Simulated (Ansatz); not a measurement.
# Ti2O: symmetry broken, then relaxed

This session takes Ti2O and sets out to disturb the structure and relax it again.

Method: DFT PBEsol, scalar-relativistic, plane waves, PAW, in Ansatz 0.2.0.

2 further runs of the same task are left out: 2 set aside as unsound or not needed.

## (1) The starting structure

It takes space group P-3m1 (No. 164, trigonal). The conventional cell has a = 2.953 Å, b = 2.953 Å, c = 4.724 Å, α = 90.00°, β = 90.00°, γ = 120.00°. Ti (site symmetry 3m) has 3 O at 2.11 Å as nearest neighbours. O (site symmetry -3m) has 6 Ti at 2.11 Å as nearest neighbours.

As a file:

```
CELL_PARAMETERS angstrom
2.95295 0.00000 0.00000
-1.47648 2.55733 0.00000
0.00000 0.00000 4.72373
ATOMIC_POSITIONS crystal
Ti 0.66667 0.33333 0.26267
Ti 0.33333 0.66667 0.73733
O 0.00000 0.00000 0.00000
```

It is the result of an earlier relaxation at this level (volume 11.89 Å³/atom; gap on the mesh: none (metal)).

## (2) The reference cell

Reference values: F = -5511.8272 eV; pressure 0.04 GPa; largest force 0.002 eV/Å; gap on the mesh none (metal). It was computed beforehand with the settings of the runs below.

## (3) Breaking the symmetry

All atoms moved at random, sigma 0.25 Å a component. Displacements in the unstrained cell, with the mean shift removed:

```
atom  ux (Å)  uy (Å)  uz (Å)
 Ti1  -0.117   0.417   0.222
 Ti2   0.394  -0.478  -0.125
  O3  -0.277   0.061  -0.097
```

## (4) Single point of the disturbed structure

The input, input.yaml:

```yaml
crystal:
  lattice:
    - [2.9529519773, 0.0, 0.0]
    - [-1.4764759887, 2.5573314285, 0.0]
    - [0.0, 0.0, 4.7237336589]
  atoms:
    - { symbol: Ti, position: [0.7086564886, 0.4963636005, 0.3097444772] }
    - { symbol: Ti, position: [0.3731504128, 0.4797648211, 0.7108553661] }
    - { symbol: O, position: [-0.0818069014, 0.0238715784, -0.0205998434] }
basis:
  ecutwfc: 420
kpoints:
  mp_grid: { grid: [12, 12, 8] }
hamiltonian:
  xc: pbesol
scf:
  occupations: { method: gaussian, width: 0.15 }
output:
  forces: true
  stress: true
  eigenvalues: true
```

Started as:

```bash
$ ansatz run input.yaml --threads 1 --pin off --max-ram 2560MiB --backend cpu --events-out ev --progress --plain --runs-dir out
```

The session goes on with these runs: relaxing from there.

Before running it: what results should come out? Wanted: end of the relaxation, from the reference; final space group.

As calculated:

```
                                 quantity                                      value
                  cost of the disturbance                             694.9 meV/atom
end of the relaxation, from the reference                              -0.0 meV/atom
                        final space group  P-3m1 (tolerance 0.05 Å; reference P-3m1)
```

**Reading.** It comes back to the reference (within 1.5 meV/atom), so the structure resists this disturbance. Spin polarisation is off in the runs that give these values; a magnetic solution could lie lower.
